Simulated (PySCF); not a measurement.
# C8H6+ (doublet): open-shell or spin-flip excitations

Aim: compute the open-shell or spin-flip excitations of C8H6+ (doublet) (`C#C[C+]1[CH]C=CC=C1`).

Programs: PySCF 2.14.0, with routines of our own; each step states its level. All values are computed. Atoms count from 0.

## (1) The starting structure

14 atoms, charge 1, multiplicity 2; geometry from: GFN2-xTB.

## (2) Open-shell or spin-flip excitations: unrestricted TDA PBE0/def2-SVPD

The job: settings as JSON, then the geometry in Å.

```
{"job": {"kind": "uabs", "xc": "PBE0", "basis": "def2-SVPD", "nstates": 10, "tda": true}, "charge": 1, "multiplicity": 2}
C      2.639467    -0.807043     1.860835
C      1.677371    -0.517598     1.174699
C      0.577279    -0.180045     0.398796
C      0.191985    -1.007805    -0.696031
C     -0.897460    -0.661438    -1.452190
C     -1.627052     0.500946    -1.145092
C     -1.256079     1.322931    -0.066203
C     -0.168955     0.996493     0.701658
H      3.474659    -1.059512     2.456272
H      0.766664    -1.896195    -0.911042
H     -1.200379    -1.278526    -2.284759
H     -2.484816     0.766062    -1.746595
H     -1.830938     2.210159     0.152963
H      0.137575     1.611097     1.534522
```

With the program's defaults for keys left out, this is: unrestricted TDA PBE0/def2-SVPD, vertical, gas phase, core orbitals frozen in the response.

On the command line:

```
OMP_NUM_THREADS=1 python excited_run.py task.json out
```

One launch serves the whole session: the jobs run in the order shown.

The log of the run:

```text
coarse grid: 12408 points
cycle   1  E = -307.4247402940  dE =  1.579e+00  |g| = 1.818e-01  |ddm| = 2.962e+01
cycle   2  E = -307.4204574022  dE =  4.283e-03  |g| = 2.221e-01  |ddm| = 3.476e+00
cycle   3  E = -307.4424935037  dE = -2.204e-02  |g| = 6.799e-02  |ddm| = 7.784e-01
cycle   4  E = -307.4443402622  dE = -1.847e-03  |g| = 4.127e-02  |ddm| = 2.811e-01
cycle   5  E = -307.4453318586  dE = -9.916e-04  |g| = 7.766e-03  |ddm| = 1.391e-01
cycle   6  E = -307.4454053464  dE = -7.349e-05  |g| = 4.952e-03  |ddm| = 6.133e-02
cycle   7  E = -307.4454422900  dE = -3.694e-05  |g| = 2.425e-03  |ddm| = 4.227e-02
cycle   8  E = -307.4454555716  dE = -1.328e-05  |g| = 1.178e-03  |ddm| = 3.562e-02
cycle   9  E = -307.4454575244  dE = -1.953e-06  |g| = 8.010e-04  |ddm| = 1.562e-02
final grid: 121896 points
cycle  10  E = -307.4941668573  dE = -3.608e-05  |g| = 4.386e-03  |ddm| = 4.008e-01
cycle  11  E = -307.4941588560  dE =  8.001e-06  |g| = 5.709e-03  |ddm| = 1.047e-01
cycle  12  E = -307.4941771130  dE = -1.826e-05  |g| = 1.474e-03  |ddm| = 3.620e-02
cycle  13  E = -307.4941785597  dE = -1.447e-06  |g| = 2.537e-04  |ddm| = 1.005e-02
cycle  14  E = -307.4941786160  dE = -5.629e-08  |g| = 1.580e-04  |ddm| = 1.674e-03
cycle  15  E = -307.4941786472  dE = -3.121e-08  |g| = 9.591e-05  |ddm| = 1.122e-03
cycle  16  E = -307.4941786673  dE = -2.010e-08  |g| = 7.068e-05  |ddm| = 1.223e-03
cycle  17  E = -307.4941786733  dE = -5.998e-09  |g| = 2.295e-05  |ddm| = 6.906e-04
cycle  18  E = -307.4941786744  dE = -1.112e-09  |g| = 1.062e-05  |ddm| = 4.124e-04
cycle  19  E = -307.4941786745  dE = -8.117e-11  |g| = 5.744e-06  |ddm| = 7.855e-05
converged SCF energy = -307.4941786745

Static polarisability (au): isotropic 97.185, principal 44.521 78.000 169.034

<S^2> of the reference = 0.7759 (exact 0.7500)

Excitations
state   eV       nm        f      <S^2>   main configurations
  1   1.1610   1067.9   0.00037   0.827   Hb->Lb 0.98
  2   1.4826    836.3   0.00000   0.785   H-1b->Lb 0.98
  3   2.7445    451.8   0.13615   0.785   H-2b->Lb 0.83, Ha->La 0.14
  4   3.4356    360.9   0.00000   0.805   H-3b->Lb 0.98
  5   3.7511    330.5   0.00016   0.816   H-4b->Lb 0.98
  6   4.2425    292.2   0.00275   1.479   H-5b->Lb 0.60, H-1a->L+1a 0.25, Hb->L+2b 0.09
  7   4.3600    284.4   0.01357   2.612   H-1a->La 0.70, Hb->L+1b 0.27
  8   4.5907    270.1   0.23238   1.462   Ha->La 0.42, H-1a->L+1a 0.17, H-5b->Lb 0.15, Hb->L+2b 0.10
  9   5.0163    247.2   0.00000   2.133   H-2a->La 0.91
 10   5.2166    237.7   0.18305   1.629   Ha->La 0.33, Hb->L+2b 0.29, H-5b->Lb 0.09
```

Wall time 66 s (1 thread of Arm Neoverse V1, shared host); peak memory 0.71 GiB.

From this job:

| quantity | value |
| --- | --- |
| ⟨S²⟩ | 0.776 |

Löwdin spin populations:

C0 0.33; C1 0.07; C2 0.17; C3 0.07; C4 0.01; C5 0.24; C6 0.01; C7 0.07; H8 0.02; H9 0.00; H10 0.00; H11 0.01; H12 0.00; H13 0.00

With diffuse functions Löwdin's scheme smears the spin, so small populations can have the wrong sign.

## (3) Open-shell or spin-flip excitations: unrestricted TDA PBE0/def2-SVPD in water

Settings changed since step 2:

```diff
@@ -1,2 +1,2 @@
-{"job": {"kind": "uabs", "xc": "PBE0", "basis": "def2-SVPD", "nstates": 10, "tda": true}, "charge": 1, "multiplicity": 2}
+{"job": {"kind": "uabs", "xc": "PBE0", "basis": "def2-SVPD", "nstates": 10, "tda": true, "solvent": "water", "pol": false}, "charge": 1, "multiplicity": 2}
 C      2.639467    -0.807043     1.860835
```

Method: unrestricted TDA PBE0/def2-SVPD, vertical, IEF-PCM water (non-equilibrium linear response), core orbitals frozen in the response.

The log of the run:

```text
coarse grid: 12408 points
cycle   1  E = -307.5058493423  dE =  1.499e+00  |g| = 1.780e-01  |ddm| = 2.973e+01
cycle   2  E = -307.5052987304  dE =  5.506e-04  |g| = 2.006e-01  |ddm| = 2.809e+00
cycle   3  E = -307.5237633083  dE = -1.846e-02  |g| = 5.132e-02  |ddm| = 7.193e-01
cycle   4  E = -307.5248018785  dE = -1.039e-03  |g| = 3.415e-02  |ddm| = 2.238e-01
cycle   5  E = -307.5254891515  dE = -6.873e-04  |g| = 7.049e-03  |ddm| = 1.222e-01
cycle   6  E = -307.5255570227  dE = -6.787e-05  |g| = 4.284e-03  |ddm| = 5.378e-02
cycle   7  E = -307.5255873696  dE = -3.035e-05  |g| = 2.091e-03  |ddm| = 4.219e-02
cycle   8  E = -307.5255977931  dE = -1.042e-05  |g| = 8.218e-04  |ddm| = 3.397e-02
cycle   9  E = -307.5255992255  dE = -1.432e-06  |g| = 4.327e-04  |ddm| = 1.635e-02
final grid: 121896 points
cycle  10  E = -307.5742893210  dE = -3.839e-05  |g| = 3.664e-03  |ddm| = 4.233e-01
cycle  11  E = -307.5742910391  dE = -1.718e-06  |g| = 3.391e-03  |ddm| = 9.198e-02
cycle  12  E = -307.5742972220  dE = -6.183e-06  |g| = 7.378e-04  |ddm| = 2.897e-02
cycle  13  E = -307.5742975545  dE = -3.325e-07  |g| = 2.690e-04  |ddm| = 7.339e-03
cycle  14  E = -307.5742976103  dE = -5.584e-08  |g| = 1.398e-04  |ddm| = 1.268e-03
cycle  15  E = -307.5742976395  dE = -2.917e-08  |g| = 6.900e-05  |ddm| = 1.078e-03
cycle  16  E = -307.5742976566  dE = -1.710e-08  |g| = 3.687e-05  |ddm| = 1.260e-03
cycle  17  E = -307.5742976593  dE = -2.640e-09  |g| = 1.723e-05  |ddm| = 5.597e-04
cycle  18  E = -307.5742976597  dE = -4.048e-10  |g| = 6.472e-06  |ddm| = 1.843e-04
converged SCF energy = -307.5742976597

<S^2> of the reference = 0.7756 (exact 0.7500)

Excitations
state   eV       nm        f      <S^2>   main configurations
  1   1.1361   1091.3   0.00039   0.825   Hb->Lb 0.98
  2   1.5189    816.3   0.00000   0.785   H-1b->Lb 0.98
  3   2.6774    463.1   0.17491   0.785   H-2b->Lb 0.86, Ha->La 0.10
  4   3.3728    367.6   0.00000   0.804   H-3b->Lb 0.99
  5   3.6832    336.6   0.00018   0.815   H-4b->Lb 0.98
  6   4.2139    294.2   0.00996   1.377   H-5b->Lb 0.65, H-1a->L+1a 0.22
  7   4.3468    285.2   0.01798   2.601   H-1a->La 0.72, Hb->L+1b 0.26
  8   4.5118    274.8   0.28798   1.425   Ha->La 0.52, H-1a->L+1a 0.17, Hb->L+2b 0.10
  9   5.0377    246.1   0.00000   2.132   H-2a->La 0.91
 10   5.1783    239.4   0.18146   1.743   Hb->L+2b 0.31, Ha->La 0.28, H-1a->L+1a 0.11, H-5b->Lb 0.11
```

Wall time 50 s (1 thread of Arm Neoverse V1, shared host); peak memory 0.79 GiB.

In short:

| quantity | value |
| --- | --- |
| ⟨S²⟩ | 0.776 |

## (4) Open-shell or spin-flip excitations: unrestricted TDDFT BLYP/def2-SVPD

Settings changed since step 3:

```diff
@@ -1,2 +1,2 @@
-{"job": {"kind": "uabs", "xc": "PBE0", "basis": "def2-SVPD", "nstates": 10, "tda": true, "solvent": "water", "pol": false}, "charge": 1, "multiplicity": 2}
+{"job": {"kind": "uabs", "xc": "BLYP", "basis": "def2-SVPD", "nstates": 15, "tda": false, "scf": {"conv": 0.1, "max_cycle": 99}}, "charge": 1, "multiplicity": 2}
 C      2.639467    -0.807043     1.860835
```

Method: unrestricted TDDFT BLYP/def2-SVPD, vertical, gas phase, core orbitals frozen in the response.

The log of the run:

```text
final grid: 121896 points
cycle   1  E = -307.7111804609  dE =  1.252e+00  |g| = 2.561e-01  |ddm| = 5.331e+01
cycle   2  E = -307.6732186892  dE =  3.796e-02  |g| = 3.697e-01  |ddm| = 1.198e+01
cycle   3  E = -307.7331180952  dE = -5.990e-02  |g| = 1.524e-01  |ddm| = 2.563e+00
converged SCF energy = -307.7331180952

Static polarisability (au): isotropic 96.324, principal 45.806 80.918 162.248

<S^2> of the reference = 0.7532 (exact 0.7500)

Excitations
state   eV       nm        f      <S^2>   main configurations
  1   0.6753   1836.0   0.00007   0.765   Hb->Lb 1.00
  2   1.3916    890.9   0.00000   0.755   H-1b->Lb 1.00
  3   2.4888    498.2   0.07146   0.757   H-2b->Lb 0.87, Ha->La 0.11
  4   2.5950    477.8   0.00001   0.756   H-3b->Lb 1.00
  5   2.8875    429.4   0.00008   0.757   H-4b->Lb 1.00
  6   3.7374    331.7   0.00892   0.832   H-5b->Lb 0.90
  7   4.0372    307.1   0.00227   2.717   H-1a->La 0.61, Hb->L+1b 0.39
  8   4.3457    285.3   0.18012   1.502   Ha->La 0.54, H-1a->L+1a 0.25, Hb->L+2b 0.12
  9   4.5637    271.7   0.00000   0.757   H-6b->Lb 1.00
 10   4.5990    269.6   0.00006   0.760   H-7b->Lb 1.00
 11   4.7278    262.2   0.09315   1.952   Hb->L+2b 0.41, Ha->La 0.30, H-1a->L+1a 0.20
 12   4.7908    258.8   0.01551   0.768   Hb->L+1b 0.37, Ha->L+1a 0.37, H-1a->La 0.25
 13   4.8170    257.4   0.00000   2.365   H-2a->La 0.87, H-1b->L+1b 0.11
 14   5.2188    237.6   0.00000   1.103   H-1b->L+1b 0.86, H-2a->La 0.12
 15   5.3505    231.7   0.00010   2.659   H-2b->L+1b 0.45, H-3a->La 0.28, H-1b->L+3b 0.11, H-2a->L+2a 0.09
```

It took 56 s on 1 thread of Arm Neoverse V1, shared host; peak memory 0.62 GiB.

The run ended normally, but its values are not to be used for the molecule: the SCF threshold of 0.1 Eh is far too loose.

## (5) Outcome

| quantity | value |
| --- | --- |
| lowest and brightest state of nearly pure spin, of 10 (step 2, unrestricted TDA PBE0/def2-SVPD) | 1.16 eV; 2.74 eV, f = 0.136 |
| lowest and brightest state of nearly pure spin, of 10 (step 3, unrestricted TDA PBE0/def2-SVPD in water) | 1.14 eV; 2.68 eV, f = 0.175 |
| runs | 0 failed, 1 ended on unsound input |

What this shows: States whose ⟨S²⟩ lies well above the reference's are mixtures of spin states, an artefact of the unrestricted response, and are left out of the summary. The lowest state of nearly pure spin runs from 1.14 to 1.16 eV over the runs.
